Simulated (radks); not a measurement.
# Valence configurations of Sm²⁺

An exercise on one series of results from a longer session: the logs are not shown, and one member is left open.

The numbers are computed with radks (a radial shooting solver on a logarithmic mesh, Libxc functionals) version 1 (scalar-relativistic Kohn-Sham, SCAN, spin-polarised, spherical densities, finite nucleus; open shells are filled with parallel spins first), except any that are marked as measured or tabulated.

3 further runs of the same task are left out: 3 that didn't finish.

## What is computed

| Quantity | Value |
| --- | --- |
| element | samarium (Z = 62) |
| charge | +2 |
| electrons | 60 |
| configuration | [Xe] 4f6 |
| nuclear rms radius | 5.0819 fm |
| others tried | 4f5 5d1; 4f4.5 5d1 6p0.5; 4f3.5 5d1.5 6s1; 4f4 5d2 |

The outer shells:

Sm²⁺
```
[Xe] core
4f [↑ ][↑ ][↑ ][↑ ][↑ ][↑ ][  ]
```

Set-up of the first run:

Settings of this run:

```text
Z 62
configuration [Xe] 4f6
relativity scalar-relativistic
functional scan,scan
spin polarised
nucleus finite rms 5.0819 fm
c 137.035999084
```

Command:

```bash
> python run_ks.py task.json out
```

The same process makes all the runs of this session.

Steps of the session up to this table: [Xe] 4f6.

One table of the session follows, with a row left open; its other results are not shown here.

It belongs to the step «[Xe] 4f6». Radial moments (bohr):

```
  level     <r>  outermost maximum (interpolated)  90 % within  nodes
  4d up  0.6711                             0.588         1.01      1
4d down  0.6724                             0.588         1.01      1
  5s up   1.397                              1.25         2.01      4
5s down   1.434                              1.28         2.07      4
  5p up   1.635                              1.42         2.40      3
5p down       ?                                 ?            ?      ?
  4f up  0.9696                             0.613         1.69      0
4f down   1.055                             0.617         1.90      0
```

Estimate the missing values for 5p down.

**Answer.** <r>: 1.671; outermost maximum (interpolated): 1.45; 90 % within: 2.45; nodes: 3. In the column «<r>» it is the highest.
